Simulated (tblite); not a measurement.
# CH8Cl2OSi4: the cost of one run

Programs: tblite 0.8.0 and PySCF 2.14.0, with density-fitted response routines of our own. Each step states its level of theory. These are calculated values for one molecule in the gas phase, unless marked as measured. Atoms are numbered from 0 throughout.

**1. The molecule as given**

16 atoms, charge 0, multiplicity 1; geometry from: force field or distance geometry start.

Bonds of the start (Å): C0–Si1 1.81, Si1–Si2 2.28, Si2–Cl3 2.06, Si2–Si4 2.28, Si4–O5 1.65, Si4–Si6 2.28, Si6–Cl7 2.04, Si6–Si1 2.28, C0–H8 1.10, C0–H9 1.09, C0–H10 1.10, Si1–H11 1.50, Si2–H12 1.48, Si4–H13 1.49, O5–H14 0.98, Si6–H15 1.48.

**2. Optimising the geometry with GFN2-xTB**

Job settings and geometry (Å):

```
{"job": {"kind": "relax", "xc": "GFN2-xTB", "basis": "xTB"}, "charge": 0, "multiplicity": 1}
C     -2.386700     0.396300    -1.072400
Si    -1.076700    -0.447600    -0.150300
Si     0.882700    -0.662100    -1.301600
Cl     1.057500     0.783200    -2.755700
Si     1.989400    -0.121400     0.618500
O      2.376200    -1.429600     1.550100
Si     0.064400     0.928900     1.258700
Cl    -0.359900     0.647300     3.237700
H     -3.243700     0.629800    -0.425500
H     -2.060200     1.341300    -1.507700
H     -2.774800    -0.225100    -1.891400
H     -1.524000    -1.729200     0.490900
H      1.131600    -2.001200    -1.877500
H      3.172700     0.773600     0.464400
H      2.757500    -1.243900     2.433200
H     -0.013700     2.368900     0.917000
```

On the command line:

```console
$ OMP_NUM_THREADS=1 python probes_run.py task.json out
```

This one command runs all jobs of the session in turn.

Q: Estimate the wall time of this first job on 1 thread of Arm Neoverse V2, shared host.

About 1.4 s.
